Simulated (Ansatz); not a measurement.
# C2H4I: the cost of one run

All numbers are computed with Ansatz 0.2.0 through its Python package. The levels of theory stand in the script.

## 1. Starting point

Bond lengths: C1–C2 1.419 Å, C2–I3 2.002 Å, C1–H4 1.051 Å, C1–H5 1.133 Å, C1–H6 1.123 Å, C2–H7 1.084 Å. Angles: C1–C2–I3 121.3°, C1–C2–H7 121.1°, I3–C2–H7 117.6°, C2–C1–H4 111.6°, C2–C1–H5 112.3°, C2–C1–H6 116.8°, H4–C1–H5 103.7°, H4–C1–H6 106.6°, H5–C1–H6 104.7°.

The script holds or builds the structure itself.

## 2. The code

Contents of c2h4i_basis.py:

```python
'''How the energy of C2H4I converges with the basis.'''

import ansatz

XC = 'b3lyp'

GEOMETRY = '''
C    -0.49200    0.39150   -0.14000
C     0.54630   -0.57100   -0.04830
I     1.61410   -0.79070    1.63130
H    -1.41320   -0.05450   -0.37710
H    -0.32400    1.12660   -0.98500
H    -0.67020    1.03260    0.76500
H     0.80030   -1.20250   -0.89170
'''

c2h4i = ansatz.Crystal.molecule()
for line in GEOMETRY.strip().splitlines():
    symbol, *xyz = line.split()
    c2h4i = c2h4i.atom(symbol, [float(v) for v in xyz])

job = c2h4i.calculation().functional(XC).spin('collinear', total=1)

energies = {}
for basis in ['def2-SVP', 'def2-SVPD', 'def2-TZVP', 'def2-TZVPP']:
    r = job.basis(gaussian=basis).run(threads=1, pin='off').report
    size = r['n_frozen'] + r['n_occupied'][0] + r['n_virtual'][0]
    energies[basis] = (r['reference_energy_ev'] / 27.211386246, r['free_energy_ev'] / 27.211386246)
    print(f'{basis:14s} {size:4d} orbitals  reference {energies[basis][0]:14.6f} Ha  total {energies[basis][1]:14.6f} Ha')

last = energies['def2-TZVPP'][1]
for basis, (_, total) in energies.items():
    print(f'{basis:14s} lies {27.211386 * (total - last):9.4f} eV above def2-TZVPP')
```

## 3. The input behind the calls

The package turns the script's settings into the engine's input (first run):

```yaml
crystal:
  periodic: [false, false, false]
  atoms:
    - { symbol: C, position_ang: [-0.492, 0.3915, -0.14] }
    - { symbol: C, position_ang: [0.5463, -0.571, -0.0483] }
    - { symbol: I, position_ang: [1.6141, -0.7907, 1.6313] }
    - { symbol: H, position_ang: [-1.4132, -0.0545, -0.3771] }
    - { symbol: H, position_ang: [-0.324, 1.1266, -0.985] }
    - { symbol: H, position_ang: [-0.6702, 1.0326, 0.765] }
    - { symbol: H, position_ang: [0.8003, -1.2025, -0.8917] }
basis:
  gaussian:
    orbitals: def2-SVP
hamiltonian:
  xc: b3lyp
magnetization:
  spin_polarized: true
  initial_magnetization: 1.0
```

## 4. The run

The run is started by

```console
$ python c2h4i_basis.py
```

What time and memory should one allow on 1 thread of Arm Neoverse V2, shared host?

About 26 s, with a peak of 0.43 GiB.
